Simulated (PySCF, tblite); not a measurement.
**C₅H₁₄OSi₂: geometry, infrared bands and NMR shifts**

Aim: predict the infrared bands and NMR shifts of C₅H₁₄OSi₂ (`CCC[Si]1(O[SiH3])CC1`).

Programs: tblite 0.8.0 and PySCF 2.14.0, with density-fitted response routines of our own. Each step states its level of theory. These are calculated values for one molecule in the gas phase, unless marked as measured. Atoms count from 0, in the outputs and in this text.

### Step 1. The starting structure

22 atoms, charge 0, multiplicity 1; geometry from: force field or distance geometry start.

Bonds of the start (Å): C0–C1 1.52, C1–C2 1.52, C2–Si3 1.88, Si3–O4 1.66, O4–Si5 1.65, Si3–C6 1.77, C6–C7 1.46, C7–Si3 2.29, C0–H8 1.09, C0–H9 1.10, C0–H10 1.08, C1–H11 1.11, C1–H12 1.10, C2–H13 1.10, C2–H14 1.11, Si5–H15 1.50, Si5–H16 1.48, Si5–H17 1.48, C6–H18 1.10, C6–H19 1.10, C7–H20 1.08, C7–H21 1.09.

### Step 2. Relaxing the molecule with GFN2-xTB

The job: settings as JSON, then the geometry in Å.

```
{"job": {"kind": "relax", "xc": "GFN2-xTB", "basis": "xTB"}, "charge": 0, "multiplicity": 1}
C      2.384000    -0.040800    -2.455400
C      1.708900    -0.480500    -1.169400
C      0.466500     0.334200    -0.858800
Si    -0.441300    -0.099900     0.733300
O     -1.694700     0.907600     1.135500
Si    -1.933400     2.485200     1.571900
C     -0.600500    -1.804700     1.182000
C     -1.534300    -2.005500     0.079500
H      2.681500     1.009800    -2.397700
H      1.690900    -0.157900    -3.299400
H      3.267100    -0.639300    -2.651200
H      2.430800    -0.390800    -0.336800
H      1.457800    -1.548400    -1.228800
H     -0.248300     0.236700    -1.694400
H      0.724700     1.407700    -0.804800
H     -1.184800     2.752500     2.840700
H     -3.372200     2.744900     1.786000
H     -1.406800     3.370500     0.509900
H     -1.010200    -1.994800     2.187200
H      0.318000    -2.402700     1.145200
H     -1.163900    -2.050400    -0.935300
H     -2.550100    -1.614000     0.156500
```

On the command line:

```
> OMP_NUM_THREADS=1 python probes_run.py task.json out
```

The driver reads the jobs from task.json and runs them one after another.

**Question.** This job is followed by: GFN2-xTB harmonic vibrations, gas phase; GIAO PBE0/pcSseg-1 NMR shielding, non-relativistic, gas phase. What will the session give for the following? strongest single infrared mode (GFN2-xTB); zero-point energy (GFN2-xTB); 13C shifts against TMS (PBE0/pcSseg-1, means over atoms taken as alike); 1H shifts against TMS (PBE0/pcSseg-1, means over atoms taken as alike); 29Si shifts against TMS (PBE0/pcSseg-1); 17O shifts against H2O (PBE0/pcSseg-1).

As calculated:

| quantity | value |
| --- | --- |
| strongest single infrared mode (GFN2-xTB) | 813 cm⁻¹, 423 km/mol |
| zero-point energy (GFN2-xTB) | 110.1 kcal/mol |
| 13C shifts against TMS (PBE0/pcSseg-1, means over atoms taken as alike) | 20.3, 18.6, 17.5, -1.4 ppm |
| 1H shifts against TMS (PBE0/pcSseg-1, means over atoms taken as alike) | 5.02, 1.35, 1.08, 1.02, 0.93, 0.49 ppm |
| 29Si shifts against TMS (PBE0/pcSseg-1) | -41.8, -59.8 ppm |
| 17O shifts against H2O (PBE0/pcSseg-1) | -1.2 ppm |

Relaxing lowered the energy by 1.746 eV in 183 steps; the close pair that moved most is Si3–C7, from 2.292 to 1.879 Å. All 60 modes are real, so the xTB geometry is a minimum. The strongest single mode, at 813 cm⁻¹, moves mainly H15, H17 and H16. Unscaled tight-binding wavenumbers are off by several per cent, some by more. Its intensities can rank the bands wrongly. At PBE0/pcSseg-1: The widest tensor belongs to Si3: span 337 ppm, with a paramagnetic part of -474 ppm.
